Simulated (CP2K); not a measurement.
Runs of CP2K 2026.2 on HfIn4SiO6. Symmetry: C2, No. 5, monoclinic system. The conventional cell has a = 5.432 Å, b = 9.407 Å, c = 7.636 Å, α = 90.00°, β = 104.07°, γ = 90.00°. Hf (site symmetry 2) is surrounded by 6 O at 2.13 to 2.14 Å. Around In (site symmetry 2) lie 2 O at 2.73 Å and 4 In at 3.12 Å. Around In (site symmetry 2) lie 6 O at 2.23 Å. In (site symmetry 2) is surrounded by 2 O at 2.73 Å and 3 In at 3.07 to 3.12 Å. In (site symmetry 2) has 2 O at 2.73 Å and 3 In at 3.07 to 3.12 Å as nearest neighbours. Around Si (site symmetry 2) lie 6 O at 1.85 Å. Around O (site symmetry 1) lie 1 Si at 1.85 Å. O (site symmetry 1) has 1 Si at 1.85 Å as nearest neighbours. The cell was built by a generator and needn't be a form met in nature.

```tsv
task	level	potentials or basis	cell	k mesh	k points reduced by the point group	points a segment of the path (NPOINTS)	bands added on the path	CUTOFF of the grids	EXTRAPOLATION	gap on the mesh (eV)	pressure (GPa)	relaxed volume (Å³/atom)	largest force (eV/Å)
band structure	LDA	POTENTIAL_UZH Hf GTH-PBE-q12, In GTH-PBE-q13, Si GTH-PBE-q4, O GTH-PBE-q6; TZVP-MOLOPT-PBE-GTH basis	as given	6 × 6 × 4	yes	10	2	1000 Ry	-	none	-6.0	-	(b)
relaxation of cell and atoms	PBEsol	POTENTIAL_UZH Hf GTH-PBE-q12, In GTH-PBE-q13, Si GTH-PBE-q4, O GTH-PBE-q6; DZVP-MOLOPT-PBE-GTH basis	relaxed	5 × 5 × 3	-	-	-	600 Ry	USE_PREV_P	none	0.0	(a)	0.01
relaxation of cell and atoms	LDA	GTH_POTENTIALS Hf GTH-PADE-q12, In GTH-PADE-q13, Si GTH-PADE-q4, O GTH-PADE-q6; DZVP-MOLOPT-PBE-GTH basis	relaxed	5 × 5 × 3	-	-	-	600 Ry	USE_PREV_P	none	0.0	14.25	0.02
band structure	RPBE	POTENTIAL_UZH Hf GTH-PBE-q12, In GTH-PBE-q13, Si GTH-PBE-q4, O GTH-PBE-q6; TZVP-MOLOPT-PBE-GTH basis	as given	6 × 6 × 4	yes	10	2	1000 Ry	-	none	1.8	-	0.25
band structure	PBEsol	POTENTIAL_UZH Hf GTH-PBE-q12, In GTH-PBE-q13, Si GTH-PBE-q4, O GTH-PBE-q6; TZVP-MOLOPT-PBE-GTH basis	as given	6 × 6 × 4	yes	10	2	1000 Ry	-	none	-4.0	-	0.34
```

Alike in all rows: no spin polarisation; smearing fermi-dirac 0.05 eV.

Q: Fill in the values left out.

A: (a) 15.03; (b) 0.40.

Caveats: the basis of atomic orbitals isn't converged, which shifts pressures, moduli and gaps; the potentials were made for another functional, which shifts forces and pressure (some runs); spin-orbit coupling is left out, which moves the levels of the heavy elements (some runs).

A k mesh can miss the band edges, and the runs leave out spin-orbit coupling on Hf, In.

A gap of «none» marks a metal or a gap under the smearing width.

Runs at the PBE level aren't shown here.
